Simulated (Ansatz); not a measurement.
# BGaH₅N: how energies converge with the basis set

How large a basis does BGaH₅N need? Two functionals are run in growing sets.

Method: one geometry, several basis sets; program: Ansatz 0.2.0, Gaussian basis.

The runs, in order: PBE0-D4/def2-SVP; ωB97M-V/def2-SVP; PBE0-D4/def2-QZVPP; the functionals' def2-TZVPP values are taken from earlier runs.

1 further run of the same task is left out (it didn't finish).

### Step 1. Structure used throughout

All runs share one geometry, relaxed beforehand with PBE0-D4 in a triple-zeta def2 set.

SMILES `B[NH][GaH2]`, 8 atoms, charge 0, spin multiplicity 1.

Atoms are counted from 1 here; the program's logs count them from 0.

Bond lengths: B1–N2 1.400 Å, B1–H4 1.201 Å, B1–H5 1.201 Å, N2–Ga3 1.854 Å, N2–H6 1.011 Å, Ga3–H7 1.557 Å, Ga3–H8 1.563 Å. Angles: N2–B1–H4 120.4°, N2–B1–H5 118.9°, H4–B1–H5 120.7°, B1–N2–Ga3 125.2°, B1–N2–H6 117.0°, Ga3–N2–H6 117.8°, N2–Ga3–H7 116.3°, N2–Ga3–H8 116.3°, H7–Ga3–H8 127.4°.

### Step 2. PBE0-D4 in def2-SVP

in.yaml reads:

```yaml
crystal:
  periodic: [false, false, false]
  atoms:
    - {symbol: B, position_ang: [-0.727586, 0.942984, -0.767421]}
    - {symbol: N, position_ang: [-0.464140, 0.159657, 0.362012]}
    - {symbol: Ga, position_ang: [0.966816, -1.005474, 0.543301]}
    - {symbol: H, position_ang: [-1.682462, 1.670425, -0.793699]}
    - {symbol: H, position_ang: [0.016813, 0.874285, -1.707052]}
    - {symbol: H, position_ang: [-1.108323, 0.239061, 1.136520]}
    - {symbol: H, position_ang: [1.936623, -1.099283, -0.670539]}
    - {symbol: H, position_ang: [1.062249, -1.781655, 1.896899]}
basis:
  gaussian: {orbitals: def2-SVP}
hamiltonian: {xc: pbe0, dispersion: d4}
output: {orbitals: {seedname: orbitals}}
```

Further steps of the session: ωB97M-V in def2-SVP; PBE0-D4 in def2-QZVPP.

Q: Predict the results of all the runs planned. Wanted: PBE0-D4: double and triple zeta above quadruple.

As calculated:

| quantity | value |
| --- | --- |
| PBE0-D4: double and triple zeta above quadruple | 10.61, 1.34 eV |

What this shows: PBE0-D4 gains 9.27 eV from double to triple zeta, then 1.34 eV more. These are total energies; as a rule much of such shifts cancels in differences, which this series doesn't test.
